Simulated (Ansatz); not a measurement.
**YLuAs2: a single-point run**

Wanted: a converged single-point run for YLuAs2, and a check of what comes out. The structure is shown as the input types it. The cell is built on a prototype (ordering on rocksalt) and needn't be the phase found in nature.

Computed with Ansatz 0.2.0 (density functional or hybrid calculation with the settings of its input, plane waves (as first typed), unless a step's input says otherwise).

## (1) The starting structure

Symmetry: R-3m, No. 166, trigonal system. Conventional cell: a = 4.070 Å, b = 4.070 Å, c = 19.898 Å, α = 90.00°, β = 90.00°, γ = 120.00°. Y (site symmetry -3m) is surrounded by 6 As at 2.90 Å. Around Lu (site symmetry -3m) lie 6 As at 2.85 Å. As (site symmetry 3m) is surrounded by 3 Lu at 2.85 Å and 3 Y at 2.90 Å.

The input asks for a charge of +0.1 e on the cell.

Coordinates:

```
CELL_PARAMETERS angstrom
2.03519 1.17502 6.63264
-2.03519 1.17502 6.63264
0.00000 -2.35004 6.63264
ATOMIC_POSITIONS crystal
Y 0.00000 0.00000 0.00000
Lu 0.50000 0.50000 0.50000
As 0.24788 0.24788 0.24788
As 0.75212 0.75212 0.75212
```

## (2) The run

Contents of input.yaml:

```yaml
crystal:
  lattice:
    - [2.0351943463, 1.1750200037, 6.63264321]
    - [-2.0351943463, 1.1750200037, 6.63264321]
    - [0.0, -2.3500400074, 6.63264321]
  atoms:
    - { symbol: "Y", position: [1.0, 0.0, 0.0] }
    - { symbol: Lu, position: [0.5, 0.5, 0.5] }
    - { symbol: As, position: [0.2478776929, 0.2478776929, 0.2478776929] }
    - { symbol: As, position: [0.7521223071, 0.7521223071, 0.7521223071] }
kpoints:
  mp_grid: { grid: [6, 6, 6] }
hamiltonian:
  xc: r2scan
scf:
  occupations: { method: fermi_dirac, width: 0.02 }
  n_extra_bands: 5
  max_iter: 60
output:
  forces: true
  stress: true
  eigenvalues: true
total_charge: 0.1
```

The run is started by

```
$ ansatz run input.yaml --threads 4 --pin off --max-ram 3686MiB --backend cpu --events-out ev --progress --plain --runs-dir out
```

**Question.** How will this run end, and is anything wrong with its input?

This run ends as converged. Convergence says nothing about whether the input makes sense.

The suspect setting: total_charge is 0.1. With this charge the calculation describes a differently charged system.

Run again and compare: delete total_charge (the default then holds).
